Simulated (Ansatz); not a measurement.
# CH6AlBSi: the cost of one run

All numbers below are computed with Ansatz 0.2.0 (RKS B3LYP/STO-3G).

### Step 1. The structure to begin with

Bond lengths: B1–C2 1.571 Å, C2–Si3 1.874 Å, B1–Al4 2.091 Å, Si3–Al4 2.273 Å, B1–H5 1.197 Å, C2–H6 1.108 Å, C2–H7 1.138 Å, Si3–H8 1.509 Å, Si3–H9 1.449 Å, Al4–H10 1.592 Å. Angles (14 of 18 angles, heavy atoms first): B1–C2–Si3 107.3°, C2–B1–Al4 93.4°, C2–Si3–Al4 80.2°, B1–Al4–Si3 79.0°, B1–C2–H6 110.3°, B1–C2–H7 107.4°, Si3–C2–H6 110.3°, Si3–C2–H7 111.2°, C2–B1–H5 137.0°, Al4–B1–H5 129.4°, C2–Si3–H8 109.3°, C2–Si3–H9 110.6°, Al4–Si3–H8 111.5°, Al4–Si3–H9 118.1°.

Coordinates:

```xyz
10

B     0.3889    1.3655    0.3035
C     0.3620   -0.0417    1.0014
Si   -0.3339   -1.2646   -0.2369
Al   -0.3885    0.6297   -1.4928
H     0.6522    2.4909    0.6135
H    -0.2731   -0.0092    1.9082
H     1.4338   -0.3038    1.2807
H     0.7636   -2.1965   -0.6893
H    -1.5922   -1.8083    0.2337
H    -0.9297    1.0868   -2.9190
```

### Step 2. Relaxing end A

input.yaml

```yaml
crystal:
  periodic: [false, false, false]
  atoms:
    - { symbol: B, position_ang: [0.3889, 1.3655, 0.3035] }
    - { symbol: C, position_ang: [0.362, -0.0417, 1.0014] }
    - { symbol: Si, position_ang: [-0.3339, -1.2646, -0.2369] }
    - { symbol: Al, position_ang: [-0.3885, 0.6297, -1.4928] }
    - { symbol: H, position_ang: [0.6522, 2.4909, 0.6135] }
    - { symbol: H, position_ang: [-0.2731, -0.0092, 1.9082] }
    - { symbol: H, position_ang: [1.4338, -0.3038, 1.2807] }
    - { symbol: H, position_ang: [0.7636, -2.1965, -0.6893] }
    - { symbol: H, position_ang: [-1.5922, -1.8083, 0.2337] }
    - { symbol: H, position_ang: [-0.9297, 1.0868, -2.919] }
basis:
  gaussian: { orbitals: STO-3G }
hamiltonian:
  xc: b3lyp
relax:
  f_tol: 0.02
  max_steps: 50
output:
  orbitals: {}
```

Command:

```
> ansatz run input.yaml --threads 1 --pin off --max-ram 2048MiB --backend cpu --events-out ev --progress --plain --runs-dir out
```

Q: Estimate wall time and peak memory on 1 thread of Arm Neoverse V1, shared host.

About 15 s, with a peak of 0.14 GiB.
